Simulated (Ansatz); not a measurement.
# TiO2 (Rutile): a point defect seen from the nuclei (N on an O site), part 2 of 2

How do the nuclei near a point defect see it? The defect is N on an O site in TiO2 (Rutile) (cell charge -1), first unrelaxed. The cell is a supercell built from a COD entry. Planned: a single point, then a relaxation.

Ansatz 0.2.0; DFT, PBE, plane-wave PAW, default files, scalar-relativistic. Earlier steps stand in the parts before.

**3. Ions relaxed**

input.yaml

```yaml
crystal:
  lattice:
    - [4.5922, 4.5922, 0.0]
    - [-4.5922, 4.5922, 0.0]
    - [0.0, 0.0, 8.8722]
  atoms:
    - { symbol: Ti, position: [0.0, 0.0, 0.0] }
    - { symbol: Ti, position: [0.0, 0.0, 0.3333333333] }
    - { symbol: Ti, position: [0.0, 0.0, 0.6666666667] }
    - { symbol: Ti, position: [0.5, 0.5, 0.0] }
    - { symbol: Ti, position: [0.5, 0.5, 0.3333333333] }
    - { symbol: Ti, position: [0.5, 0.5, 0.6666666667] }
    - { symbol: Ti, position: [0.5, 0.0, 0.1666666667] }
    - { symbol: Ti, position: [0.5, 0.0, 0.5] }
    - { symbol: Ti, position: [0.5, 0.0, 0.8333333333] }
    - { symbol: Ti, position: [0.0, 0.5, 0.1666666667] }
    - { symbol: Ti, position: [0.0, 0.5, 0.5] }
    - { symbol: Ti, position: [0.0, 0.5, 0.8333333333] }
    - { symbol: "N", position: [0.30496, 0.0, 0.0] }
    - { symbol: O, position: [0.30496, 0.0, 0.3333333333] }
    - { symbol: O, position: [0.30496, 0.0, 0.6666666667] }
    - { symbol: O, position: [0.80496, 0.5, 0.0] }
    - { symbol: O, position: [0.80496, 0.5, 0.3333333333] }
    - { symbol: O, position: [0.80496, 0.5, 0.6666666667] }
    - { symbol: O, position: [0.5, 0.30496, 0.1666666667] }
    - { symbol: O, position: [0.5, 0.30496, 0.5] }
    - { symbol: O, position: [0.5, 0.30496, 0.8333333333] }
    - { symbol: O, position: [0.0, 0.80496, 0.1666666667] }
    - { symbol: O, position: [0.0, 0.80496, 0.5] }
    - { symbol: O, position: [0.0, 0.80496, 0.8333333333] }
    - { symbol: O, position: [0.69504, 0.0, 0.0] }
    - { symbol: O, position: [0.69504, 0.0, 0.3333333333] }
    - { symbol: O, position: [0.69504, 0.0, 0.6666666667] }
    - { symbol: O, position: [0.19504, 0.5, 0.0] }
    - { symbol: O, position: [0.19504, 0.5, 0.3333333333] }
    - { symbol: O, position: [0.19504, 0.5, 0.6666666667] }
    - { symbol: O, position: [0.5, 0.69504, 0.1666666667] }
    - { symbol: O, position: [0.5, 0.69504, 0.5] }
    - { symbol: O, position: [0.5, 0.69504, 0.8333333333] }
    - { symbol: O, position: [0.0, 0.19504, 0.1666666667] }
    - { symbol: O, position: [0.0, 0.19504, 0.5] }
    - { symbol: O, position: [0.0, 0.19504, 0.8333333333] }
total_charge: -1
kpoints:
  mp_grid: { grid: [3, 3, 2] }
scf:
  occupations: { method: fermi_dirac, width: 0.01 }
hamiltonian:
  xc: pbe
  pseudopotentials: { kind: paw }
output:
  forces: true
  stress: true
  populations: true
  efg:
    quadrupole_moments_barn: { Ti: 0.247, "N": 0.02044, O: -0.02558 }
    contact_densities: true
relax:
  f_tol: 0.03
  max_steps: 40
```

On the command line:

```bash
ansatz run input.yaml --threads 1 --pin off --max-ram 3072MiB --backend cpu --events-out ev --progress --plain --runs-dir out
```

Log:

```text
Warning: output.stress: scf.convergence.dr2_threshold = 1e-7 eV (the SCF's general default) is looser than the 3.6e-9 eV advised for a printed stress (1e-10 eV for each atom of the cell: 36). What an SCF threshold leaves in a stress goes as its square root, and in the free energy as the threshold itself, and one threshold admits the most on a small cell: of the crystals measured, under no hybrid functional and no lock of the moments, on runs that ended without the residual-converged pass, on stresses that held no estimate of that error, the worst erred by over 100 MPa in a component at 1e-7 eV an atom and by under 5 at 1e-10. Every solve of this run answers to scf.convergence.dr2_threshold, and the tensor of one is reported: a single SCF on the reported geometry and on this run's grids (its basis.xc_grid and basis.ecutrho_ratio typed), with scf.convergence.dr2_threshold at 3.6e-9 eV or tighter, prints it and tightens no other solve. Else set scf.convergence.dr2_threshold to 3.6e-9 eV or tighter. The threshold is an SCF's pass mark: one that does not reach it within its budget of iterations ends unconverged, or closes short of it on a stop that the run arms, and scf.convergence.dr2_threshold's page says what that costs each kind of run
Warning: RAYON_NUM_THREADS=1 ignored (pool sized by the plan → 1); use --threads N
Engine: ansatz 0.2.0, x86_64-unknown-linux-gnu
Pseudopotentials: kind: paw
Pseudopotential: Ti, paw, valence charge 12, recommended cutoff 420 eV (normal), Ti.paw.azcp
Pseudopotential: N, paw, valence charge 5, recommended cutoff 420 eV (normal), N.paw.azcp
Pseudopotential: O, paw, valence charge 6, recommended cutoff 420 eV (normal), O.paw.azcp
Functional definition: PBE
  parameter kappa = 0.804
  parameter beta = 0.06672455060314922
  exchange = pbe_x(kappa = kappa, mu = beta*pi^2/3)
  correlation = pbe_c(beta = beta)
Crystal: 36 atoms, lattice volume = 374.199 Å³
Basis set: ecut = 420 eV, 7337 PW (Γ), exchange–correlation on 90×90×120 points (8 copies of the dense FFT grid, shifted against one another)
Bands: 180, of which v1, the nominal top of the filled ones, is band 144 counted from 1 (143 counted from 0)
Symmetry: 4 space group operations
Space group: Pmm2 (ITA 25), of the structure as read, at distance tolerance 7.2e-5 Å
k-points: 8 of 18 (time reversal used)
Non-local potential: Ti, projectors of the file, l = 0: 3, l = 1: 2, l = 2: 3, l = 3: 1
Non-local potential: N, projectors of the file, l = 0: 2, l = 1: 2, l = 2: 1
Non-local potential: O, projectors of the file, l = 0: 2, l = 1: 2, l = 2: 1
PAW form: soft (Blöchl's): semilocal exchange-correlation on the pseudo side does not see the compensation charge
PAW one-centre angular grid: Ti, 590 points (default); XC on 64 Gauss nodes
PAW one-centre angular grid: N, 110 points (default); XC on 64 Gauss nodes
PAW one-centre angular grid: O, 110 points (default); XC on 64 Gauss nodes
Initial density: superposition of atomic densities (neutral atoms scaled as one to the charged cell's electrons: chi_scale 0, normalization atom), corrected by the library's trained network
Initial wavefunctions: pseudopotential atomic-orbital guess
Functional: x = pbe(κ = 0.804, μ = 0.2195149727645171), c = pbe(β = 0.06672455060314922)
SCF iter   1: F=—  HF=-43468.076146 eV  |F-HF|=—  |Δ(HF+E_count)|=         —  Δρ=1.24e-2  dr2=9.96e-1  ethr=1.77e-3  ⟨swp⟩=4.2  Hψ=5129  notcnv=0  defer=30
preconditioner: auto → Resta (q_TF=auto, 2.612 Å⁻¹)  ε∞=8.8  [insulator: Δε(μ)=1.650 eV  Ē_g=9.514 eV  σ=0.010 eV  W_gap=1.00  n_scr=122 (ndim 8)  ℏωp=26.6 eV  f_vac=0.016  D(μ)=0.00/eV (n_scr^D=0)  ε∞_Penn≈8.8]
SCF iter   2: F=—  HF=-43467.919444 eV  |F-HF|=—  |Δ(HF+E_count)|=   1.57e-1  Δρ=6.51e-3  dr2=1.49e-1  ethr=3.46e-4  ⟨swp⟩=2.0  Hψ=2300  notcnv=0  defer=228
SCF iter   3: F=—  HF=-43467.898255 eV  |F-HF|=—  |Δ(HF+E_count)|=   2.12e-2  Δρ=2.47e-3  dr2=4.46e-2  ethr=5.16e-5  ⟨swp⟩=2.1  Hψ=1858  notcnv=0  defer=228
SCF iter   4: F=—  HF=-43467.892564 eV  |F-HF|=—  |Δ(HF+E_count)|=   5.69e-3  Δρ=1.37e-3  dr2=1.48e-2  ethr=1.55e-5  ⟨swp⟩=2.5  Hψ=1861  notcnv=0  defer=228
SCF iter   5: F=—  HF=-43467.889735 eV  |F-HF|=—  |Δ(HF+E_count)|=   2.83e-3  Δρ=5.27e-4  dr2=1.66e-3  ethr=5.13e-6  ⟨swp⟩=2.0  Hψ=2091  notcnv=0  defer=228
SCF iter   6: F=—  HF=-43467.889503 eV  |F-HF|=—  |Δ(HF+E_count)|=   2.32e-4  Δρ=2.21e-4  dr2=2.36e-4  ethr=5.76e-7  ⟨swp⟩=2.0  Hψ=1862  notcnv=0  defer=228
SCF iter   7: F=—  HF=-43467.889543 eV  |F-HF|=—  |Δ(HF+E_count)|=   4.02e-5  Δρ=1.19e-4  dr2=6.24e-5  ethr=8.19e-8  ⟨swp⟩=2.0  Hψ=1796  notcnv=0  defer=228
SCF iter   8: F=-43467.889550 eV  HF=-43467.889550 eV  |F-HF|=5.14e-8  |Δ(HF+E_count)|=   6.49e-6  Δρ=5.01e-5  dr2=8.72e-6  ethr=7.81e-9  ⟨swp⟩=4.0  Hψ=4383  notcnv=0
SCF 1 converged in 8 iterations: F = -43467.889550 eV  dr2 = 8.72e-6
relax step   1: F+E_penalty+E_count = -43467.88954976 eV  Δ(F+E_penalty+E_count) = +0.000e0 eV  max|allowed force component| = 2.177e0 eV/Å  Δτ_max = 0.0000 Å  (8 SCF iters, dr2 threshold 2.25e-5 eV, accepted)
[... from here on, the SCF cycles and remarks between the steps are left out ...]
relax step   2: F+E_penalty+E_count = -43468.12446624 eV  Δ(F+E_penalty+E_count) = -2.349e-1 eV  max|allowed force component| = 8.881e-1 eV/Å  Δτ_max = 0.0360 Å  (6 SCF iters, dr2 threshold 1.00e-4 eV, accepted)
relax step   3: F+E_penalty+E_count = -43468.19515130 eV  Δ(F+E_penalty+E_count) = -7.069e-2 eV  max|allowed force component| = 2.134e-1 eV/Å  Δτ_max = 0.0292 Å  (6 SCF iters, dr2 threshold 4.93e-5 eV, accepted)
relax step   4: F+E_penalty+E_count = -43468.20552678 eV  Δ(F+E_penalty+E_count) = -1.038e-2 eV  max|allowed force component| = 9.312e-2 eV/Å  Δτ_max = 0.0139 Å  (6 SCF iters, dr2 threshold 2.85e-6 eV, accepted)
relax step   5: F+E_penalty+E_count = -43468.20862836 eV  Δ(F+E_penalty+E_count) = -3.102e-3 eV  max|allowed force component| = 8.150e-2 eV/Å  Δτ_max = 0.0121 Å  (8 SCF iters, accepted)
relax step   6: F+E_penalty+E_count = -43468.21432373 eV  Δ(F+E_penalty+E_count) = -5.695e-3 eV  max|allowed force component| = 7.263e-2 eV/Å  Δτ_max = 0.0295 Å  (7 SCF iters, dr2 threshold 1.27e-6 eV, accepted)
relax step   7: F+E_penalty+E_count = -43468.22060880 eV  Δ(F+E_penalty+E_count) = -6.285e-3 eV  max|allowed force component| = 5.316e-2 eV/Å  Δτ_max = 0.0359 Å  (6 SCF iters, dr2 threshold 4.04e-6 eV, accepted)
relax step   8: F+E_penalty+E_count = -43468.22036783 eV  Δ(F+E_penalty+E_count) = +2.410e-4 eV  max|allowed force component| = 8.022e-2 eV/Å  Δτ_max = 0.0487 Å  (7 SCF iters, dr2 threshold 1.51e-6 eV, rejected (line search))
relax step   9: F+E_penalty+E_count = -43468.22333895 eV  Δ(F+E_penalty+E_count) = -2.730e-3 eV  max|allowed force component| = 1.577e-2 eV/Å  Δτ_max = 0.0243 Å  (9 SCF iters, accepted)
NSCF: frozen V_eff on 8 k-points
the band table was solved once a step of the walk had ended and its energy, with any forces and stress, was formed, with the checks that follow a solve (6038 applications of the Hamiltonian). They found nothing against the state; the energy, forces and stress were not computed again (output.eigenvalues in the input reference)
SCF converged after 9 iterations
Free energy (F): -43468.223339 eV
Harris-Foulkes:  -43468.223339 eV  (|F-HF|=3.39e-9)
Internal energy: -43468.223339 eV  (E = F + TS)
E sigma→0 (E₀):  -43468.223339 eV
Fermi energy:    10.189161 eV
--- Per-component energies (eV) ---
[... 15 lines left out ...]
--- Forces (eV/Å), atoms counted from 1 ---
  atom   1  Ti    -0.01577045    -0.01577045     0.00000000
  atom   2  Ti    -0.00565942    -0.00565942     0.00364731
  atom   3  Ti    -0.00565942    -0.00565942    -0.00364731
  atom   4  Ti    -0.00829112    -0.00829112     0.00000000
  atom   5  Ti     0.00548572     0.00548572    -0.00680170
  atom   6  Ti     0.00548572     0.00548572     0.00680170
[... 30 lines left out ...]
  max |Σ_I F_I| component: 1.66e-6 eV/Å
--- Stress (GPa, compression-positive) ---
        5.247135       0.342756       0.000000
        0.342756       5.247135       0.000000
        0.000000       0.000000       4.115751
  P = ⅓ Tr σ = 4.8700 GPa (48.700 kbar)
--- PAW observables at the nuclei: V_zz in 10²¹ V/m², potentials from the cell's mean, atoms counted from 1 ---
  atom   1  Ti V_zz =    +2.441090   η = 0.9392   by run symmetry: allowed   C_q = +14.5792 MHz
            electrostatic potential = -2527.532158 V   contact ρ = 56791.883574 e/Å³
  atom   2  Ti V_zz =    +1.509855   η = 0.2361   by run symmetry: allowed   C_q = +9.0175 MHz
            electrostatic potential = -2527.327939 V   contact ρ = 56792.199323 e/Å³
  atom   3  Ti V_zz =    +1.509855   η = 0.2361   by run symmetry: allowed   C_q = +9.0175 MHz
            electrostatic potential = -2527.327939 V   contact ρ = 56792.199323 e/Å³
  atom   4  Ti V_zz =    -2.334399   η = 0.0198   by run symmetry: allowed   C_q = -13.9420 MHz
            electrostatic potential = -2527.109286 V   contact ρ = 56792.034438 e/Å³
  atom   5  Ti V_zz =    -2.503637   η = 0.4493   by run symmetry: allowed   C_q = -14.9528 MHz
            electrostatic potential = -2527.189971 V   contact ρ = 56792.087642 e/Å³
  atom   6  Ti V_zz =    -2.503637   η = 0.4493   by run symmetry: allowed   C_q = -14.9528 MHz
            electrostatic potential = -2527.189971 V   contact ρ = 56792.087642 e/Å³
  atom   7  Ti V_zz =    -3.054493   η = 0.8457   by run symmetry: allowed   C_q = -18.2428 MHz
            electrostatic potential = -2527.672861 V   contact ρ = 56791.400866 e/Å³
  atom   8  Ti V_zz =    -3.064422   η = 0.5651   by run symmetry: allowed   C_q = -18.3021 MHz
            electrostatic potential = -2527.399253 V   contact ρ = 56792.281756 e/Å³
  atom   9  Ti V_zz =    -3.054493   η = 0.8457   by run symmetry: allowed   C_q = -18.2428 MHz
            electrostatic potential = -2527.672861 V   contact ρ = 56791.400866 e/Å³
  atom  10  Ti V_zz =    -1.522673   η = 0.7905   by run symmetry: allowed   C_q = -9.0941 MHz
            electrostatic potential = -2527.128055 V   contact ρ = 56792.070441 e/Å³
  atom  11  Ti V_zz =    -1.589781   η = 0.5261   by run symmetry: allowed   C_q = -9.4949 MHz
            electrostatic potential = -2527.154223 V   contact ρ = 56792.086348 e/Å³
  atom  12  Ti V_zz =    -1.522673   η = 0.7905   by run symmetry: allowed   C_q = -9.0941 MHz
            electrostatic potential = -2527.128055 V   contact ρ = 56792.070441 e/Å³
  atom  13  N  V_zz =    +1.728069   η = 0.1889   by run symmetry: allowed   C_q = +0.8541 MHz
            electrostatic potential = -517.804467 V   contact ρ = 1416.849181 e/Å³
  atom  14  O  V_zz =    +2.429098   η = 0.4858   by run symmetry: allowed   C_q = -1.5024 MHz
            electrostatic potential = -625.035175 V   contact ρ = 2157.483447 e/Å³
  atom  15  O  V_zz =    +2.429098   η = 0.4858   by run symmetry: allowed   C_q = -1.5024 MHz
            electrostatic potential = -625.035175 V   contact ρ = 2157.483447 e/Å³
  atom  16  O  V_zz =    +2.759100   η = 0.9036   by run symmetry: allowed   C_q = -1.7066 MHz
            electrostatic potential = -624.752986 V   contact ρ = 2157.418307 e/Å³
  atom  17  O  V_zz =    -2.699071   η = 0.9073   by run symmetry: allowed   C_q = +1.6694 MHz
            electrostatic potential = -624.749676 V   contact ρ = 2157.357317 e/Å³
  atom  18  O  V_zz =    -2.699071   η = 0.9073   by run symmetry: allowed   C_q = +1.6694 MHz
            electrostatic potential = -624.749676 V   contact ρ = 2157.357317 e/Å³
  atom  19  O  V_zz =    +2.236194   η = 0.9803   by run symmetry: allowed   C_q = -1.3831 MHz
            electrostatic potential = -624.819176 V   contact ρ = 2157.391346 e/Å³
  atom  20  O  V_zz =    +2.341715   η = 0.9438   by run symmetry: allowed   C_q = -1.4484 MHz
            electrostatic potential = -624.830045 V   contact ρ = 2157.362878 e/Å³
  atom  21  O  V_zz =    +2.236194   η = 0.9803   by run symmetry: allowed   C_q = -1.3831 MHz
            electrostatic potential = -624.819176 V   contact ρ = 2157.391346 e/Å³
  atom  22  O  V_zz =    -2.920467   η = 0.7783   by run symmetry: allowed   C_q = +1.8064 MHz
            electrostatic potential = -624.852331 V   contact ρ = 2157.332742 e/Å³
  atom  23  O  V_zz =    -2.996523   η = 0.7802   by run symmetry: allowed   C_q = +1.8534 MHz
            electrostatic potential = -624.871014 V   contact ρ = 2157.320090 e/Å³
  atom  24  O  V_zz =    -2.920467   η = 0.7783   by run symmetry: allowed   C_q = +1.8064 MHz
            electrostatic potential = -624.852331 V   contact ρ = 2157.332742 e/Å³
  atom  25  O  V_zz =    -1.856841   η = 0.9363   by run symmetry: allowed   C_q = +1.1485 MHz
            electrostatic potential = -625.022314 V   contact ρ = 2157.641336 e/Å³
  atom  26  O  V_zz =    -1.992829   η = 0.5041   by run symmetry: allowed   C_q = +1.2326 MHz
            electrostatic potential = -625.038466 V   contact ρ = 2157.451928 e/Å³
  atom  27  O  V_zz =    -1.992829   η = 0.5041   by run symmetry: allowed   C_q = +1.2326 MHz
            electrostatic potential = -625.038466 V   contact ρ = 2157.451928 e/Å³
  atom  28  O  V_zz =    -2.521007   η = 0.7618   by run symmetry: allowed   C_q = +1.5593 MHz
            electrostatic potential = -624.723266 V   contact ρ = 2157.336831 e/Å³
  atom  29  O  V_zz =    -2.643019   η = 0.9416   by run symmetry: allowed   C_q = +1.6348 MHz
            electrostatic potential = -624.756070 V   contact ρ = 2157.361624 e/Å³
  atom  30  O  V_zz =    -2.643019   η = 0.9416   by run symmetry: allowed   C_q = +1.6348 MHz
            electrostatic potential = -624.756070 V   contact ρ = 2157.361624 e/Å³
  atom  31  O  V_zz =    +2.236194   η = 0.9803   by run symmetry: allowed   C_q = -1.3831 MHz
            electrostatic potential = -624.819176 V   contact ρ = 2157.391346 e/Å³
  atom  32  O  V_zz =    +2.341715   η = 0.9438   by run symmetry: allowed   C_q = -1.4484 MHz
            electrostatic potential = -624.830045 V   contact ρ = 2157.362878 e/Å³
  atom  33  O  V_zz =    +2.236194   η = 0.9803   by run symmetry: allowed   C_q = -1.3831 MHz
            electrostatic potential = -624.819176 V   contact ρ = 2157.391346 e/Å³
  atom  34  O  V_zz =    -2.920467   η = 0.7783   by run symmetry: allowed   C_q = +1.8064 MHz
            electrostatic potential = -624.852331 V   contact ρ = 2157.332742 e/Å³
  atom  35  O  V_zz =    -2.996523   η = 0.7802   by run symmetry: allowed   C_q = +1.8534 MHz
            electrostatic potential = -624.871014 V   contact ρ = 2157.320090 e/Å³
  atom  36  O  V_zz =    -2.920467   η = 0.7783   by run symmetry: allowed   C_q = +1.8064 MHz
            electrostatic potential = -624.852331 V   contact ρ = 2157.332742 e/Å³
--- Band table (eV; the first three rows and the last of 8) ---
[... 4 lines left out ...]
--- Relaxed structure (9 steps of the walk, 8 accepted, 0 SCFs on fresh bases) ---
  F+E_penalty+E_count = -43468.22333895 eV   max|allowed force component| = 1.577e-2 eV/Å
  atoms:
[... 36 lines left out ...]
--- Löwdin populations: 36 sites ---
  site symbol       q [e]
[... 36 lines left out ...]
  spilling = 0.003331 (of n_electrons = 288.000000)
```

Wall time 5.1 min (1 thread of Intel Xeon Platinum 8488C (Sapphire Rapids), shared host); peak memory 1.1 GiB.

Relaxation path:

```csv
step,energy change (eV),largest force component (eV/Å)
1,0.0000,2.177
2,-0.2349,0.888
3,-0.3056,0.213
4,-0.3160,0.093
5,-0.3191,0.082
6,-0.3248,0.073
7,-0.3311,0.053
8 (rejected),-0.3308,0.080
9,-0.3338,0.016
```

Atom 8 (Ti) moved farthest, 0.092 Å; the mean move was 0.030 Å.

The run ends with gap on the mesh 1.64 eV, largest force 0.023 eV/Å, pressure 4.9 GPa.

Beside the values of step 2 (V_zz in 10²¹ V/m²; 12 of 20 rows, with the four largest changes of size):

```csv
site,atoms,"V_zz, PBE","V_zz, PBE relaxed","η, PBE","η, PBE relaxed"
N,13,2.09,1.73,0.18,0.19
Ti7,"7, 9",-4.39,-3.05,0.49,0.85
Ti1,1,2.46,2.44,0.87,0.94
O25,25,-1.58,-1.86,0.55,0.94
O19,"19, 21, 31, …",2.08,2.24,0.99,0.98
O22,"22, 24, 34, …",-2.66,-2.92,0.92,0.78
O14,"14, 15",2.21,2.43,0.72,0.49
O28,28,-2.51,-2.52,0.96,0.76
Ti4,4,-2.41,-2.33,0.50,0.02
Ti2,"2, 3",-2.09,1.51,0.08,0.24
O23,"23, 35",-2.51,-3.00,1.00,0.78
Ti11,11,-2.17,-1.59,0.21,0.53
```

Like atoms gathered into sites: 12 of 20, those nearest the defect, the farthest of each element and the two largest gradients.

```csv
site,atoms,distance from the defect (Å),V_zz (10²¹ V/m²),η,C_Q (MHz)
N,13,0.00,1.73,0.19,0.854 (¹⁴N)
Ti7,"7, 9",1.89,-3.05,0.85,-18.2 (⁴⁹Ti)
Ti1,1,1.89,2.44,0.94,14.6 (⁴⁹Ti)
O25,25,2.54,-1.86,0.94,1.15 (¹⁷O)
O22,"22, 24, 34, 36",2.80,-2.92,0.78,1.81 (¹⁷O)
O19,"19, 21, 31, 33",2.80,2.24,0.98,-1.38 (¹⁷O)
O14,"14, 15",2.96,2.43,0.49,-1.50 (¹⁷O)
O28,28,3.32,-2.52,0.76,1.56 (¹⁷O)
Ti4,4,3.48,-2.33,0.02,-13.9 (⁴⁹Ti)
Ti8,8,4.59,-3.06,0.57,-18.3 (⁴⁹Ti)
O17,"17, 18",5.46,-2.70,0.91,1.67 (¹⁷O)
Ti11,11,5.83,-1.59,0.53,-9.49 (⁴⁹Ti)
```

Direction of the V_zz axis (Cartesian unit vector):

```csv
site,atom,x,y,z
Ti2,2,0.71,-0.71,0.00
Ti4,4,0.00,0.00,1.00
Ti5,5,-0.01,-0.01,1.00
Ti7,7,0.16,0.16,0.97
Ti8,8,0.00,0.00,1.00
Ti10,10,0.07,0.07,1.00
Ti11,11,0.00,0.00,1.00
N,13,0.71,-0.71,0.00
O14,14,0.70,0.70,-0.09
```

The sizes of the gradients above 0.15 moved by 10 % in the median, 30 % at the site that moves most (small gradients counted from 0.15; Ti7, -4.39 to -3.05), with a change of sign at Ti2, O26, O16.

**4. From gradients to spectra (values of step 3)**

⁴⁹Ti (I = 7/2, Q = 247.0 mb) in zero field: pure quadrupole lines, for atoms at rest; the first 18 of 21. Strengths are squared matrix elements for a powder, against the strongest line of the same site.

```csv
site,count,line (MHz),strength
Ti7,2,2.39,1.00
Ti7,2,3.08,0.61
Ti7,2,3.61,0.59
Ti7,2,5.47,0.05
Ti7,2,6.00,0.03
Ti1,1,1.94,1.00
Ti1,1,2.66,0.60
Ti1,1,2.83,0.59
Ti1,1,4.60,0.04
Ti1,1,4.77,0.03
Ti4,1,0.997,1.00
Ti4,1,1.99,0.80
Ti4,1,2.99,0.47
Ti8,1,2.34,0.71
Ti8,1,2.40,1.00
Ti8,1,3.79,0.60
Ti8,1,4.73,0.06
Ti11,1,1.16,0.74
```

**5. Summary of results**

The summary covers parts 1 to 2.

| quantity | value |
| --- | --- |
| state (step 3) | gap on the mesh 1.64 eV, largest force 0.023 eV/Å, pressure 4.9 GPa |
| V_zz by site, step 3 (10²¹ V/m²) | N 1.73, Ti7 -3.05, Ti1 2.44, O25 -1.86, O22 -2.92, O19 2.24, O14 2.43, O28 -2.52, … |
| largest C_Q in size, step 3 | 18.3 MHz, ⁴⁹Ti at Ti8 |
| step 3 (ions relaxed) against step 2 | 10 % in the median, 30 % at the site that moves most (small gradients counted from 0.15; Ti7, -4.39 to -3.05), with a change of sign at Ti2, O26, O16 |

**Reading.** Site Ti8 (6 O at 1.89–2.00 Å) carries the largest gradient. The runs allow no spin. The relaxation kept the symmetry Pmm2, so a distorted place of lower energy may have been missed. Relaxing moved atoms by up to 0.09 Å and single gradients by up to 30 % in size at the worst site (10 % in the median) (gradients over 0.15 counted), so small moves matter. The highest ⁴⁹Ti quadrupole line lies at 6.00 MHz, for nuclei at rest; thermal motion mostly lowers such lines a little. The defect repeats with the cell of 36 atoms, so it feels its images: sites between two images don't show the values beside a lone defect, and zeros or small values of η there can come from the images' arrangement. O and Ti carry a gradient in the pure host already, so the values there aren't the defect's effect alone. The relaxation keeps the site symmetry mm2 of the start, so the impurity can move only along its axis; a start off the site could end lower. A uniform background compensates the cell's charge.

These are semilocal Kohn-Sham gaps, which aren't the measured quantity. Such gaps usually fall short of the measured ones.
